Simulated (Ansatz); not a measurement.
# CH7BSi2 (SMILES CB1[SiH2][SiH2]1), step by step

Aim: a series of 14 runs (HF/STO-3G, UHF/STO-3G, HF/3-21G, UHF/3-21G, HF/6-31G*, B3LYP/6-31G*, MP2/6-31G*) of CH7BSi2. 

The results are computed with Ansatz 0.2.0.

### 1 The structure to begin with

CH7BSi2: 11 atoms, total charge 0, spin state singlet. SMILES: `CB1[SiH2][SiH2]1`. The shape is that of a PBE0-D4/def2-TZVP optimisation. The run starts from this shape.

Bond lengths: C1–B2 1.566 Å, B2–Si3 1.907 Å, B2–Si4 1.907 Å, C1–H5 1.092 Å, C1–H6 1.099 Å, C1–H7 1.092 Å, Si3–H8 1.482 Å, Si3–H9 1.489 Å, Si4–H10 1.489 Å, Si4–H11 1.482 Å. Some angles: C1–B2–Si3 130.2°, C1–B2–Si4 130.2°, Si3–B2–Si4 83.2°, B2–C1–H5 114.1°, B2–C1–H6 106.3°, B2–C1–H7 114.1°, B2–Si3–H8 124.3°, B2–Si3–H9 125.0°, B2–Si4–H10 124.9°, B2–Si4–H11 124.3°. A long bond or contact: Si3–Si4 2.531 Å.

### 2 A geometry optimisation at HF/STO-3G (start density atoms) (run 1)

molecule.yaml reads:

```yaml
crystal:
  periodic: [false, false, false]
  atoms:
    - symbol: C
      position_ang: [-0.263900, 1.793500, 0.099500]
    - symbol: B
      position_ang: [-0.450600, 0.243000, -0.016600]
    - symbol: Si
      position_ang: [0.018800, -1.148600, 1.199400]
    - symbol: Si
      position_ang: [0.210300, -0.982900, -1.318800]
    - symbol: H
      position_ang: [0.165600, 2.121800, 1.048800]
    - symbol: H
      position_ang: [-1.271300, 2.229100, 0.051100]
    - symbol: H
      position_ang: [0.301000, 2.238000, -0.723000]
    - symbol: H
      position_ang: [-0.479200, -2.541300, 1.107000]
    - symbol: H
      position_ang: [0.876900, -0.975400, 2.403900]
    - symbol: H
      position_ang: [1.239000, -0.662800, -2.346600]
    - symbol: H
      position_ang: [-0.281200, -2.371200, -1.484200]
basis:
  gaussian: {orbitals: STO-3G}
hamiltonian: {xc: hf}
relax: {f_tol: 0.002}
output: {orbitals: {seedname: orbitals}}
```

The run is started by

```bash
$ ansatz run molecule.yaml --threads 1 --pin off --max-ram 3480MiB --events-out events.jsonl --progress --plain --runs-dir runs
```

Log:

```text
Warning: RAYON_NUM_THREADS=1 ignored (pool sized by the plan → 1); use --threads N
The last accepted step is kept in runs//last_step.txt (removed where the run ends without a failure and the disk answers)
[... 106 lines left out ...]
Total energy: -17333.00786640 eV, -636.9762903556 hartree
[... 11 lines left out ...]
Dipole moment:    -0.014500    -0.016199    -0.002346 e Å
```

It took 11 s on 1 thread of Arm Neoverse V2, shared host; peak memory 0.11 GiB.

The path in brief:

```
step  energy from the first frame kept (eV)  largest force (eV/Å)
   1                                 0.0000                2.6895
   2                                -0.7090                1.2327
   3                                -0.8354                1.7545
   4                                -0.9617                1.5077
   5                                -1.0571                0.9307
   6                                -1.1705                0.3243
   7                                -1.1380                0.9336
   8                                -1.1866                0.2522
   9                                -1.1967                0.1655
  10                                -1.1950                0.3174
  11                                -1.2003                0.0770
  12                                -1.2015                0.0207
  13                                -1.2016                0.0200
  14                                -1.2016                0.0025
  15                                -1.2016                0.0008
```

After the run. Bond lengths: C1–B2 1.566 Å, B2–Si3 1.951 Å, B2–Si4 1.951 Å, Si3–Si4 2.182 Å, C1–H5 1.086 Å, C1–H6 1.089 Å, C1–H7 1.086 Å, Si3–H8 1.423 Å, Si3–H9 1.423 Å, Si4–H10 1.423 Å, Si4–H11 1.423 Å. Some angles: C1–B2–Si3 145.9°, C1–B2–Si4 145.9°, Si3–B2–Si4 68.0°, B2–Si3–Si4 56.0°, B2–Si4–Si3 56.0°, B2–C1–H5 113.8°, B2–C1–H6 107.1°, B2–C1–H7 113.7°, B2–Si3–H8 118.8°, B2–Si3–H9 118.8°.

### 3 Vibrational wavenumbers at HF/STO-3G (start density atoms) (run 2)

job.yaml reads:

```yaml
basis:
  gaussian: {orbitals: STO-3G}
crystal:
  periodic: [false, false, false]
  atoms:
    - symbol: C
      position_ang: [-0.423642, 1.836216, 0.090321]
    - symbol: B
      position_ang: [-0.026758, 0.322549, 0.021202]
    - symbol: Si
      position_ang: [0.235641, -1.327181, 1.028946]
    - symbol: Si
      position_ang: [0.400361, -1.184312, -1.141974]
    - symbol: H
      position_ang: [-0.158744, 2.315824, 1.027538]
    - symbol: H
      position_ang: [-1.508633, 1.887653, 0.007481]
    - symbol: H
      position_ang: [-0.019859, 2.431590, -0.722753]
    - symbol: H
      position_ang: [-0.892445, -1.947192, 1.635447]
    - symbol: H
      position_ang: [1.401705, -1.460195, 1.833449]
    - symbol: H
      position_ang: [1.675345, -1.222900, -1.772486]
    - symbol: H
      position_ang: [-0.617572, -1.708851, -1.986670]
hamiltonian: {xc: hf}
phonons: {temperatures: {t_min: 298.15, t_max: 298.15, t_step: 1}}
```

The run is started by

```bash
$ ansatz run job.yaml --threads 1 --pin off --max-ram 3480MiB --events-out events.jsonl --progress --plain --runs-dir runs
```

Log:

```text
Warning: RAYON_NUM_THREADS=1 ignored (pool sized by the plan → 1); use --threads N
[... 357 lines left out ...]
Total energy: -17333.00787552 eV, -636.9762906907 hartree
[... 11 lines left out ...]
Dipole moment:    -0.014501    -0.016199    -0.002346 e Å
Vibrations: 80.15 179.22 267.18 388.25 428.93 544.78 647.53 681.31 769.19 777.50 844.53 873.84 1019.34 1152.98 1153.77 1190.27 1422.11 1690.78 1818.69 1845.14 2847.23 2848.76 2892.63 2895.48 3533.47 3693.95 3725.13 cm⁻¹, zero-point energy 2.492834 eV
```

Run time: 29 s. Hardware: 1 thread of Arm Neoverse V2, shared host.

Runs 3 to 12 aren't shown in full; the table further down has their settings and results.

### 4 A structure relaxation at MP2/6-31G(d) (Cartesian functions, start density atoms) (run 13)

molecule.yaml reads:

```yaml
crystal:
  periodic: [false, false, false]
  atoms:
    - {symbol: C, position_ang: [-0.263900, 1.793500, 0.099500]}
    - {symbol: B, position_ang: [-0.450600, 0.243000, -0.016600]}
    - {symbol: Si, position_ang: [0.018800, -1.148600, 1.199400]}
    - {symbol: Si, position_ang: [0.210300, -0.982900, -1.318800]}
    - {symbol: H, position_ang: [0.165600, 2.121800, 1.048800]}
    - {symbol: H, position_ang: [-1.271300, 2.229100, 0.051100]}
    - {symbol: H, position_ang: [0.301000, 2.238000, -0.723000]}
    - {symbol: H, position_ang: [-0.479200, -2.541300, 1.107000]}
    - {symbol: H, position_ang: [0.876900, -0.975400, 2.403900]}
    - {symbol: H, position_ang: [1.239000, -0.662800, -2.346600]}
    - {symbol: H, position_ang: [-0.281200, -2.371200, -1.484200]}
basis:
  gaussian:
    orbitals: "6-31G*"
correlation:
  method: mp2
relax:
  f_tol: 0.002
output: {orbitals: {seedname: orbitals}}
```

The run is started by

```bash
$ ansatz run molecule.yaml --threads 1 --pin off --max-ram 3480MiB --events-out events.jsonl --progress --plain --runs-dir runs
```

Log:

```text
Warning: RAYON_NUM_THREADS=1 ignored (pool sized by the plan → 1); use --threads N
The last accepted step is kept in runs//last_step.txt (removed where the run ends without a failure and the disk answers)
[... 11 lines left out ...]
12 core orbitals not correlated: weight in the atoms' cores, before any rotation towards them, 1.000 or more for the frozen orbitals, at most 0.000 for the correlated occupied ones
[... 50 lines left out ...]
12 core orbitals not correlated: weight in the atoms' cores, before any rotation towards them, 1.000 or more for the frozen orbitals, at most 0.000 for the correlated occupied ones
[... 48 lines left out ...]
Dipole moment:     0.038465    -0.028171     0.000873 e Å
Checks for a lower state left out: cluster_reference
```

Run time: 29 s. Hardware: 1 thread of Arm Neoverse V2, shared host; peak memory 0.17 GiB.

Step by step:

```
step  energy from the first frame kept (eV)  largest force (eV/Å)
   1                                 0.0000                0.3243
   2                                -0.0103                0.1909
   3                                -0.0171                0.1751
   4                                -0.0190                0.1153
   5                                -0.0199                0.0898
   6                                -0.0179                0.2401
   7                                -0.0202                0.0073
   8                                -0.0202                0.0094
   9                                -0.0202                0.0055
  10                                -0.0202                0.0011
```

After the run. Bond lengths: C1–B2 1.582 Å, B2–Si3 1.898 Å, B2–Si4 1.898 Å, C1–H5 1.094 Å, C1–H6 1.097 Å, C1–H7 1.094 Å, Si3–H8 1.482 Å, Si3–H9 1.489 Å, Si4–H10 1.489 Å, Si4–H11 1.482 Å. Some angles: C1–B2–Si3 128.7°, C1–B2–Si4 128.7°, Si3–B2–Si4 88.1°, B2–C1–H5 113.5°, B2–C1–H6 107.5°, B2–C1–H7 113.4°, B2–Si3–H8 125.1°, B2–Si3–H9 124.6°, B2–Si4–H10 124.6°, B2–Si4–H11 125.1°. A long bond or contact: Si3–Si4 2.639 Å.

### 5 Vibrational wavenumbers at MP2/6-31G(d) (Cartesian functions, start density atoms) (run 14)

input.yaml reads:

```yaml
crystal:
  periodic: [false, false, false]
  atoms:
    - {symbol: C, position_ang: [-0.248566, 1.778892, 0.099805]}
    - {symbol: B, position_ang: [-0.450425, 0.213847, -0.018250]}
    - {symbol: Si, position_ang: [-0.037472, -1.136105, 1.250342]}
    - {symbol: Si, position_ang: [0.161850, -0.963392, -1.375290]}
    - {symbol: H, position_ang: [0.199993, 2.089742, 1.048071]}
    - {symbol: H, position_ang: [-1.240940, 2.244411, 0.052867]}
    - {symbol: H, position_ang: [0.337653, 2.205233, -0.719744]}
    - {symbol: H, position_ang: [-0.404336, -2.566150, 1.122621]}
    - {symbol: H, position_ang: [0.791045, -0.925243, 2.469029]}
    - {symbol: H, position_ang: [1.162646, -0.603914, -2.417047]}
    - {symbol: H, position_ang: [-0.206046, -2.394121, -1.491905]}
basis:
  gaussian: {orbitals: "6-31G*"}
correlation: {method: mp2}
phonons: {temperatures: {t_min: 298.15, t_max: 298.15, t_step: 1}}
```

The run is started by

```bash
$ ansatz run input.yaml --threads 1 --pin off --max-ram 3480MiB --events-out events.jsonl --progress --plain --runs-dir runs
```

Log:

```text
Warning: RAYON_NUM_THREADS=1 ignored (pool sized by the plan → 1); use --threads N
[... 55 lines left out ...]
12 core orbitals not correlated: weight in the atoms' cores, before any rotation towards them, 1.000 or more for the frozen orbitals, at most 0.000 for the correlated occupied ones
[... 224 lines left out ...]
12 core orbitals not correlated: weight in the atoms' cores, before any rotation towards them, 1.000 or more for the frozen orbitals, at most 0.000 for the correlated occupied ones
[... 225 lines left out ...]
Dipole moment:     0.038463    -0.028172     0.000872 e Å
[... 1 line left out ...]
Checks for a lower state left out: cluster_reference
```

Run time: 2.6 min. Hardware: 1 thread of Arm Neoverse V2, shared host; peak memory 0.17 GiB.

### 6 The series

```
run                                                    level         task  walk f tol  partner  energy (Eh)  dipole moment (D)  wall time
  1                          HF/STO-3G (start density atoms)     optimise       0.002     base  -636.976290               0.11       11 s
  2                          HF/STO-3G (start density atoms)  frequencies           –     base  -636.976291               0.11       29 s
  3                         UHF/STO-3G (start density atoms)       energy           –   cation  -636.769245                  –     0.52 s
  4                         UHF/STO-3G (start density atoms)     optimise           –   cation  -636.802695                  –      4.5 s
  5                           HF/3-21G (start density atoms)     optimise       0.002     base  -640.970876               0.68       15 s
  6                           HF/3-21G (start density atoms)  frequencies           –     base  -640.970876               0.68       32 s
  7                          UHF/3-21G (start density atoms)       energy           –   cation  -640.723853                  –     0.53 s
  8                          UHF/3-21G (start density atoms)     optimise           –   cation  -640.734295                  –       13 s
  9     HF/6-31G* (Cartesian functions, start density atoms)     optimise       0.002     base  -644.369271               1.04       44 s
 10     HF/6-31G* (Cartesian functions, start density atoms)  frequencies           –     base  -644.369271               1.04       88 s
 11  B3LYP/6-31G* (Cartesian functions, start density atoms)     optimise       0.002     base  -646.088051               0.19       35 s
 12  B3LYP/6-31G* (Cartesian functions, start density atoms)  frequencies           –     base  -646.088051               0.19    2.6 min
 13    MP2/6-31G* (Cartesian functions, start density atoms)     optimise       0.002     base  -644.744780               0.23       29 s
 14    MP2/6-31G* (Cartesian functions, start density atoms)  frequencies           –     base  -644.744780               0.23    2.6 min
```

### 7 Results

| quantity | value |
| --- | --- |
| run 14, MP2/6-31G*: total energy | -644.74478 Eh |
| run 14, MP2/6-31G*: dipole moment (correlated density) | 0.23 D |
| run 14, MP2/6-31G*: correlation energy (12 core orbitals frozen) | -381.4 mEh |
| run 14, MP2/6-31G*: largest force on an atom | 0.001 eV/Å |
| run 14, MP2/6-31G*: lowest harmonic wavenumber | 117 cm⁻¹ |
| run 14, MP2/6-31G*: highest harmonic wavenumber | 3186 cm⁻¹ |
| run 14, MP2/6-31G*: zero-point energy | 198.9 kJ/mol |
| vertical ionisation energy (to the doublet cation), HF/STO-3G | 5.634 eV |
| vertical ionisation energy (to the doublet cation), HF/3-21G | 6.722 eV |
| adiabatic ionisation energy (to the doublet cation, no zero-point term), HF/STO-3G | 4.724 eV |
| adiabatic ionisation energy (to the doublet cation, no zero-point term), HF/3-21G | 6.438 eV |

What this shows: At HF/STO-3G: removing an electron at fixed nuclei costs 5.63 eV (544 kJ/mol). In a minimal basis such a difference can be off by several eV, whatever the method. At HF/3-21G: the vertical ionisation energy comes to 6.72 eV (649 kJ/mol). At HF/STO-3G: the adiabatic ionisation energy (to the doublet cation, no zero-point term) is 4.72 eV (456 kJ/mol). At HF/3-21G: the adiabatic ionisation energy (to the doublet cation, no zero-point term) is 6.44 eV (621 kJ/mol). In runs 1, 2, 3, 4 the basis is minimal, so the values are rough. All runs together took 10 min, the longest 2.6 min.
